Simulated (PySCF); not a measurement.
**C3H7FSi: electronic excitations and core binding energies**

Aim: predict the electronic excitations and core binding energies of C3H7FSi (`F[SiH]1CCC1`).

Programs: PySCF 2.14.0, with density-fitted response routines of our own. Each step states its level of theory. These are calculated values for one molecule in the gas phase, unless marked as measured. Atoms are numbered from 0 throughout.

### Step 1. The starting structure

12 atoms, charge 0, multiplicity 1; geometry from: GFN2-xTB.

Bonds of the start (Å): F0–Si1 1.62, Si1–C2 1.90, C2–C3 1.55, C3–C4 1.55, C4–Si1 1.90, Si1–H5 1.45, C2–H6 1.09, C2–H7 1.09, C3–H8 1.09, C3–H9 1.09, C4–H10 1.09, C4–H11 1.09.

### Step 2. TDDFT and polarisability: CAM-B3LYP/def2-SVPD

The job: settings as JSON, then the geometry in Å.

```
{"job": {"kind": "uv", "xc": "CAM-B3LYP", "basis": "def2-SVPD", "nstates": 8, "ntriplets": 3}, "charge": 0, "multiplicity": 1}
F     -0.080954     1.771179    -1.939156
Si    -0.217104     1.266108    -0.407253
C     -1.110387    -0.399931    -0.174687
C      0.144533    -1.007689     0.493527
C      1.170395     0.111415     0.200691
H     -0.601217     2.462047     0.317923
H     -1.358614    -0.901438    -1.108659
H     -1.997361    -0.432019     0.452659
H     -0.004228    -1.130260     1.564918
H      0.428531    -1.973241     0.078758
H      1.749944     0.409548     1.070533
H      1.877659    -0.176404    -0.575281
```

Level: TDDFT CAM-B3LYP/def2-SVPD, vertical, gas phase, core orbitals frozen in the response.

Launch:

```sh
$ OMP_NUM_THREADS=1 python probes_run.py task.json out
```

The driver reads the jobs from task.json and runs them one after another.

**Question.** This job is followed by: delta-SCF UKS SCAN, pcX-2 on the ionised atom, pcseg-1 elsewhere, spin-free X2C. What will the session give for the following? lowest singlet (CAM-B3LYP/def2-SVPD); brightest single state of those computed; lowest triplet; C1s binding energies, SCAN/pcX-2; F1s binding energies, SCAN/pcX-2; Si1s binding energies, SCAN/pcX-2; Si2p binding energies, SCAN/pcX-2.

**Answer**, as computed:

```
                                quantity                        value
    lowest singlet (CAM-B3LYP/def2-SVPD)  7.14 eV (174 nm), f = 0.005
brightest single state of those computed  state 4, 7.76 eV, f = 0.085
                          lowest triplet                      6.76 eV
        C1s binding energies, SCAN/pcX-2      C3 290.67, C2 290.01 eV
        F1s binding energies, SCAN/pcX-2                 F0 692.05 eV
       Si1s binding energies, SCAN/pcX-2               Si1 1847.40 eV
       Si2p binding energies, SCAN/pcX-2                Si1 107.73 eV
```

In words: The lowest singlet, at 7.14 eV, is HOMO→LUMO 0.83 and is weak; of the 8 states computed, the strongest absorption comes from state 4 at 7.76 eV (the last state computed is bright too, and its partners may lie past the list). The lowest triplet lies 0.38 eV below the lowest singlet (triplets in Tamm-Dancoff, singlets in full TDDFT). The C1s levels kept as sound span 0.66 eV, from C2 (sp3 CH2 bonded to Si) up to C3 (sp3 CH2 in a ring).
